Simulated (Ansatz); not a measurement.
**SiGeHO (doublet): wave-function methods side by side at a displaced geometry (v2), cc-pVDZ**

How much of the correlation energy of SiGeHO (doublet) does each wave-function method recover here?

Computed with Ansatz 0.2.0, Gaussian basis. Level: cc-pVDZ, core rule «outside noble gas», up to 20 orbitals frozen.

The runs, in order: UHF; CCSD(T) on ROHF; CCSD(T) on UHF; BCCD(T) on ROHF; CISD as a restricted active space (open shells left free, so some higher excitations enter); CCSDT(Q) on ROHF; CCSDT(Q) on UHF; CASSCF and MRCISD+Q, 9 electrons in 9 orbitals; CASSCF and NEVPT2, 9 electrons in 9 orbitals.

20 further runs of the same task are left out: 8 that didn't finish, 12 set aside as unsound or not needed. Runs told in other sessions of the task aren't counted.

**1. The system**

The geometry is a PBE0/def2-TZVP stationary point (not a proven minimum) with its atoms shifted at random (size 0.100 Å). No spin-orbit coupling is included. The filled d shell of Ge may be among the frozen orbitals whatever the setting's name suggests.

4 atoms, charge 0, spin multiplicity 2.

Atoms are counted from 1 here; the program's logs count them from 0.

Bond lengths: O1–Ge2 2.105 Å, O1–Si3 1.790 Å, O1–H4 1.027 Å, Ge2–Si3 2.335 Å. Angles: Ge2–O1–Si3 73.1°, Ge2–O1–H4 124.9°, Si3–O1–H4 121.4°, O1–Ge2–Si3 47.2°, O1–Si3–Ge2 59.7°.

Geometry (Å):

```
O     0.21654   -1.13708    0.91350
Ge   -0.05024    0.06546   -0.79392
Si    0.02174    0.54602    1.48946
H    -0.42264   -1.88275    1.21322
```

**2. UHF**

in.yaml

```yaml
crystal:
  periodic: [false, false, false]
  atoms:
    - {symbol: O, position_ang: [0.216538, -1.137081, 0.913502]}
    - {symbol: Ge, position_ang: [-0.050235, 0.065459, -0.793922]}
    - {symbol: Si, position_ang: [0.021741, 0.546024, 1.489457]}
    - {symbol: H, position_ang: [-0.422641, -1.882748, 1.213220]}
basis:
  gaussian: {orbitals: cc-pVDZ}
magnetization: {spin_polarized: true, initial_magnetization: 1}
hamiltonian: {xc: hf}
output: {orbitals: {seedname: orbitals}}
```

Started as:

```
> ansatz run in.yaml --threads 1 --pin off --events-out ev --progress --plain --max-ram 2393MiB
```

After this run come: CCSD(T) on ROHF; CCSD(T) on UHF; BCCD(T) on ROHF; CISD as a restricted active space (open shells left free, so some higher excitations enter); CCSDT(Q) on ROHF; CCSDT(Q) on UHF; CASSCF and MRCISD+Q, 9 electrons in 9 orbitals; CASSCF and NEVPT2, 9 electrons in 9 orbitals.

Q: Predict the results of all the runs planned. Wanted: UCCSDT(Q) from the RHF energy; RMP2 from UCCSDT(Q); UMP2 from UCCSDT(Q); RCCSD from UCCSDT(Q); RCCSD(T) from UCCSDT(Q); UCCSD(T) from UCCSDT(Q); RCCSDT(Q) from UCCSDT(Q); MRCISD+Q frontier from UCCSDT(Q); T1 diagnostic.

**Answer**, as computed:

```
                         quantity                      value
    UCCSDT(Q) from the ROHF energy                -10.4544 eV
              RMP2 from UCCSDT(Q)              +121.4 kJ/mol
              UMP2 from UCCSDT(Q)              +136.7 kJ/mol
             RCCSD from UCCSDT(Q)               +43.7 kJ/mol
          RCCSD(T) from UCCSDT(Q)                +8.0 kJ/mol
          UCCSD(T) from UCCSDT(Q)                +8.6 kJ/mol
         RCCSDT(Q) from UCCSDT(Q)                +0.5 kJ/mol
 MRCISD+Q frontier from UCCSDT(Q)               +17.1 kJ/mol
levels within 1 kcal/mol (43 meV)  RCCSDT, UCCSDT, RCCSDT(Q)
                    T1 diagnostic                      0.032
```

What this shows: RCCSD(T) misses by +8.0 kJ/mol, 0.8 % of the correlation energy. These misses are within one basis, not against nature; the frozen cores of restricted and unrestricted runs differ, which can shift their rows.
